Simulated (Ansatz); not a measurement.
**CH₇ClSiSn: one species, many methods**

An exercise on one series of results from a longer session: the logs are not shown, and one member is left open.

Method: functionals in def2-TZVPP, the program's frozen cores in correlated methods; program: Ansatz 0.2.0, Gaussian basis.

Plan: LDA (SPW92), PBE-D4, revPBE-D4, BLYP-D4, r2SCAN-D4, B97M-V, PBE0-D4, B3LYP-D4, r2SCANh-D4, r2SCAN0-D4, HSE06-D4, BHLYP-D4, CAM-B3LYP-D4, LC-ωPBE, ωB97X-V, ωB97M-V, B2PLYP, PBE-QIDH; CCSD(T)/def2-SVP; CCSD(T)/def2-TZVPP; MP2/def2-QZVPP; extrapolation to the limit; RPA on PBE.

## The geometry

All runs share one geometry, relaxed beforehand with PBE0-D4 in a triple-zeta def2 set. Sn takes the def2 core potential; no spin-orbit term is included.

11 atoms, charge 0, spin multiplicity 1.

Atoms are counted from 1 here; the program's logs count them from 0.

Bond lengths: C1–Sn2 2.134 Å, C1–H5 1.089 Å, C1–H6 1.091 Å, C1–H7 1.090 Å, Sn2–Si3 2.564 Å, Sn2–Cl4 2.354 Å, Sn2–H8 1.711 Å, Si3–H9 1.488 Å, Si3–H10 1.485 Å, Si3–H11 1.484 Å. Angles: Sn2–C1–H5 109.4°, Sn2–C1–H6 110.1°, Sn2–C1–H7 109.0°, H5–C1–H6 109.5°, H5–C1–H7 109.4°, H6–C1–H7 109.5°, C1–Sn2–Si3 115.9°, C1–Sn2–Cl4 104.7°, C1–Sn2–H8 111.3°, Si3–Sn2–Cl4 104.6°, Si3–Sn2–H8 114.3°, Cl4–Sn2–H8 104.5°, Sn2–Si3–H9 109.8°, Sn2–Si3–H10 109.0°, Sn2–Si3–H11 109.7°, H9–Si3–H10 109.1°, H9–Si3–H11 109.4°, H10–Si3–H11 109.9°.

The first run:

File in.yaml:

```yaml
crystal:
  periodic: [false, false, false]
  atoms:
    - {symbol: C, position_ang: [-1.073799, 1.647549, -0.269869]}
    - {symbol: Sn, position_ang: [-0.698488, -0.444978, -0.088245]}
    - {symbol: Si, position_ang: [1.686439, -1.098896, 0.588522]}
    - {symbol: Cl, position_ang: [-0.949977, -1.288846, -2.271699]}
    - {symbol: H, position_ang: [-0.344024, 2.088192, -0.947991]}
    - {symbol: H, position_ang: [-0.999265, 2.128128, 0.706352]}
    - {symbol: H, position_ang: [-2.076017, 1.794434, -0.671293]}
    - {symbol: H, position_ang: [-1.925670, -1.221096, 0.816215]}
    - {symbol: H, position_ang: [1.964109, -0.626254, 1.971470]}
    - {symbol: H, position_ang: [2.647487, -0.460316, -0.346356]}
    - {symbol: H, position_ang: [1.834404, -2.574816, 0.533394]}
basis:
  gaussian: {orbitals: def2-TZVPP}
hamiltonian: {xc: lda}
output: {orbitals: {seedname: orbitals}}
```

Steps of the session up to this table: LDA; PBE-D4 (GGA); revPBE-D4 (GGA); BLYP-D4 (GGA); r2SCAN-D4 (meta-GGA); B97M-V (meta-GGA); PBE0-D4 (hybrid); B3LYP-D4 (hybrid); r2SCANh-D4 (hybrid); r2SCAN0-D4 (hybrid); HSE06-D4 (hybrid); BHLYP-D4 (hybrid); CAM-B3LYP-D4 (range-separated); LC-ωPBE-D4 (range-separated; the results give it without D4); ωB97X-V (range-separated); ωB97M-V (range-separated); B2PLYP (double hybrid); PBE-QIDH (double hybrid).

One of the session's tables, all rows but one given; the rest of the session is left out.

It belongs to the step «Orbital energies across the functionals». 

```
  functional  HOMO (eV)  gap (eV)
 LDA (SPW92)      -6.76      4.94
      PBE-D4      -6.65      5.08
   revPBE-D4      -6.60      5.14
     BLYP-D4      -6.49      5.04
   r2SCAN-D4          ?         ?
      B97M-V      -7.05      5.65
     PBE0-D4      -7.79      7.03
    B3LYP-D4      -7.57      6.60
  r2SCANh-D4      -7.34      6.31
  r2SCAN0-D4      -7.97      7.35
    HSE06-D4      -7.40      6.28
    BHLYP-D4      -8.79      8.87
CAM-B3LYP-D4      -9.03      9.25
     LC-ωPBE     -10.34     11.66
     ωB97X-V     -10.01     11.19
     ωB97M-V      -9.82     10.76
```

Estimate the missing values for r2SCAN-D4.

Worked estimate for «HOMO (eV)». Against the share of exact exchange, r2SCANh-D4 (0.1, -7.34), r2SCAN0-D4 (0.25, -7.97) give a slope of -4.20 per unit share; at 0 the line stands at -6.92.

**Answer.** HOMO (eV): -6.93; gap (eV): 5.61. In «HOMO (eV)» the line misses by +0.01.
